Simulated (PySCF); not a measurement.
# A diatomic session: MnBr

What are the lowest state that PBE0 finds, the bond length, vibrational wavenumber and bond energy of MnBr, and how much do these hang on the method?

The runs use PySCF 2.14.0; Mn ANO-RCC-VDZP, Br ANO-RCC-VDZP, spin-free X2C with a Gaussian nucleus.

## Step 1: Input

A driver script around PySCF takes these settings:

```
atoms                         : Mn, Br
charge                        : 0
basis                         : Mn ANO-RCC-VDZP, Br ANO-RCC-VDZP
Hamiltonian                   : spin-free X2C with a Gaussian nucleus
basis functions               : 61
electrons treated             : 60
masses in u                   : 54.9380, 78.9183
levels                        : PBE0, PBE, r²SCAN, B2PLYP, BHandHLYP, M06, CAM-B3LYP, HF, MP2, SCS-MP2, CCSD, CCSD(T)
grid                          : 80 radial by 434 angular points
occupations                   : held fixed by the projection of orbital angular momentum
dissociation limit            : Mn + Br, each in its ground configuration
starting distance in angstrom : 2.235
values of 2S to try           : 0, 2, 4, 6, 8
```

The run is started by

```
$ OMP_NUM_THREADS=1 python dia.py task.json out
```

The runs that follow: First curve: PBE0; Other states along the same grid; PBE; r²SCAN; B2PLYP; BHandHLYP (global hybrid GGA); M06; CAM-B3LYP (range-separated hybrid); UHF (mean field); Adding correlation.

Before running it: what results should come out? Wanted: for each run, Re; ωe; De; μ.

**Answer**, as computed:

Lowest PBE0 solution found, without spin–orbit coupling: ⁷Σ⁺ (septet), unpaired electrons σ ↑↑, π ↑↑, δ ↑↑. State 2 has its PBE0 minimum 0.67 eV higher, as a spin-mixed determinant (⟨S²⟩ = 6.80), so this is no gap between pure states. State 3 has its PBE0 minimum 2.59 eV higher, as a spin-mixed determinant (⟨S²⟩ = 3.74), so this is no gap between pure states. The other levels ran on the lowest alone.

| level | Re (Å) | ωe (cm⁻¹) | De (eV) | μ (D) |
| --- | --- | --- | --- | --- |
| UHF | 2.469 | 272.1 | 2.70 | -4.35 |
| UHF-MP2 | 2.402 | 290.0 | 3.23 | n/a |
| UHF-SCS-MP2 | 2.418 | 284.7 | 2.96 | n/a |
| UHF-CCSD | 2.413 | 286.6 | 2.86 | n/a |
| UHF-CCSD(T) | 2.408 | 287.2 | 2.85 | n/a |
| PBE | 2.385 | 277.9 | 3.38 | -2.75 |
| r²SCAN | 2.384 | 285.7 | 3.59 | -3.13 |
| PBE0 | 2.395 | 282.0 | 3.25 | -3.34 |
| M06 | 2.387 | 286.1 | 2.27 | -3.44 |
| BHandHLYP | 2.421 | 277.9 | 2.71 | -3.74 |
| CAM-B3LYP | 2.392 | 284.0 | 2.86 | -3.29 |
| B2PLYP | 2.408 | 280.1 | 2.87 | -3.69 |

De is counted to Mn + Br in their ground configurations. A positive dipole means Mn(−)Br(+).

Differences from CCSD(T) in the same basis:

| level | Re (mÅ) | ωe (%) |
| --- | --- | --- |
| UHF | +61 | -5.3 |
| UHF-MP2 | -6 | +1.0 |
| UHF-SCS-MP2 | +10 | -0.9 |
| UHF-CCSD | +4 | -0.2 |
| PBE | -24 | -3.2 |
| r²SCAN | -25 | -0.5 |
| PBE0 | -14 | -1.8 |
| M06 | -21 | -0.4 |
| BHandHLYP | +13 | -3.2 |
| CAM-B3LYP | -16 | -1.1 |
| B2PLYP | 0 | -2.5 |

**Reading.** Judged by CCSD(T) in the same basis: best bond length B2PLYP (0 mÅ), worst UHF (+61 mÅ); best wavenumber UHF-CCSD (-0.2 %), worst UHF (-5.3 %). CCSD(T) in a basis this small is itself some way from its limit, more so than the functionals. Of the levels with a De here, M06 gives the least (2.27 eV) and r²SCAN the most (3.59 eV).

Correlated steps freeze 14 core orbitals. B2PLYP dipoles, levels and charges come from its SCF part alone. With d or f electrons several states lie close, and the lowest PBE0 determinant need not be the measured ground state.
